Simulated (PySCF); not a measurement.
# C4H2BrClN2: the cost of one run

Computed with PySCF 2.14.0 and routines of our own; the level stands in each step. Atoms count from 0.

## 1. The system as given

10 atoms, charge 0, multiplicity 1; geometry from: GFN2-xTB.

## 2. Relaxing the molecule at PBE0/def2-SVP

The job: settings as JSON, then the geometry in Å.

```
{"job": {"xc": "PBE0", "basis": "def2-SVP", "grid": 1, "kind": "geom"}, "charge": 0, "multiplicity": 1}
Cl    -2.785903     1.234403     0.052599
C     -1.224637     0.539500     0.022030
C     -1.048084    -0.845748    -0.008826
N      0.166977    -1.353353    -0.033424
C      1.190270    -0.520911    -0.026543
Br     2.911918    -1.291062    -0.062941
C      1.019507     0.859903     0.005816
N     -0.195270     1.370281     0.029583
H     -1.873867    -1.541541    -0.014004
H      1.847972     1.553181     0.013181
```

The run is started by

```bash
$ OMP_NUM_THREADS=1 python excited_run.py task.json out
```

This one command runs all jobs of the session in turn.

**Question.** How long does this first job take on 1 thread of Intel Xeon Platinum 8375C at 2.90GHz, shared host, and how much memory does it need?

About 41 s, with a peak of 0.63 GiB.
